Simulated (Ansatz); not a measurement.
# GeH2+ (doublet): the correlation ladder at scale of all distances = 2.374, aug-cc-pVDZ

How much of the correlation energy of GeH2+ (doublet) does each wave-function method recover here?

Program: Ansatz 0.2.0, Gaussian basis. Level of theory: aug-cc-pVDZ, core rule «outside noble gas», up to 14 orbitals frozen. These are calculated values, not measurements.

Plan: UHF; CCSD(T) on UHF; BCCD(T) on ROHF; CISD; CASSCF and MRCISD+Q, 3 electrons in 3 orbitals; CASSCF and NEVPT2, 3 electrons in 3 orbitals; CASSCF and MRCISD+Q, 5 electrons in 6 orbitals; CASSCF and NEVPT2, 5 electrons in 6 orbitals; Full CI.

20 further runs of the same task are left out: 17 that didn't finish, 3 set aside as unsound or not needed.

## 1. What is computed

The geometry derives from a PBE0/def2-TZVP stationary point (not a proven minimum). All distances are scaled together. No spin-orbit coupling is included. The filled d shell of Ge may be among the frozen orbitals whatever the setting's name suggests; the logs give the count.

3 atoms, charge 1, spin multiplicity 2.

Atoms are counted from 1 here; the program's logs count them from 0.

No contacts short enough for the rule that draws bonds.

Coordinates:

```xyz
3

Ge    0.0000   -0.0490    0.0000
H     0.0000    1.7673   -3.2046
H     0.0000    1.7673    3.2046
```

## 2. UHF

in.yaml

```yaml
crystal:
  periodic: [false, false, false]
  atoms:
    - {symbol: Ge, position_ang: [0.000000, -0.049047, 0.000000]}
    - {symbol: H, position_ang: [0.000000, 1.767348, -3.204572]}
    - {symbol: H, position_ang: [0.000000, 1.767348, 3.204572]}
basis:
  gaussian: {orbitals: aug-cc-pVDZ}
total_charge: 1
magnetization: {spin_polarized: true, initial_magnetization: 1}
hamiltonian: {xc: hf}
output: {orbitals: {seedname: orbitals}}
```

On the command line:

```bash
ansatz run in.yaml --threads 1 --pin off --events-out ev --progress --plain --max-ram 2393MiB
```

The runs that follow: CCSD(T) on UHF; BCCD(T) on ROHF; CISD; CASSCF and MRCISD+Q, 3 electrons in 3 orbitals; CASSCF and NEVPT2, 3 electrons in 3 orbitals; CASSCF and MRCISD+Q, 5 electrons in 6 orbitals; CASSCF and NEVPT2, 5 electrons in 6 orbitals; Full CI.

Before running them: what should the planned runs give, taken together? Wanted: FCI below the UHF energy; UMP2 from FCI; UCCSD(T) from FCI; NEVPT2 pair from FCI; MRCISD+Q pair from FCI; NEVPT2 valence from FCI; effectively unpaired electrons.

**Answer**, as computed:

| quantity | value |
| --- | --- |
| FCI below the UHF energy | -1.3682 eV |
| UMP2 from FCI | +494.3 meV |
| UCCSD(T) from FCI | +50.0 meV |
| NEVPT2 pair from FCI | +443.0 meV |
| MRCISD+Q pair from FCI | -38.0 meV |
| NEVPT2 valence from FCI | +209.0 meV |
| levels within 1 kcal/mol (43 meV) | MRCISD pair, MRCISD+Q pair, MRCISD valence, MRCISD+Q valence |
| effectively unpaired electrons | 2.92 |

What this shows: UCCSD(T) misses by +50.0 meV, 3.7 % of the correlation energy. MRCISD+Q pair falls below full CI: the +Q correction isn't variational, and the cores differ from full CI's. The occupations show strong static correlation (2.9 unpaired electrons where one determinant has 1). Coupled cluster on one determinant still stays close here. Of the multireference levels listed MRCISD+Q valence comes nearest in total energy (-0.6 meV), which doesn't show that its space is the better one. These misses are within one basis, not against nature; the frozen cores of restricted and unrestricted runs differ, which can shift their rows.
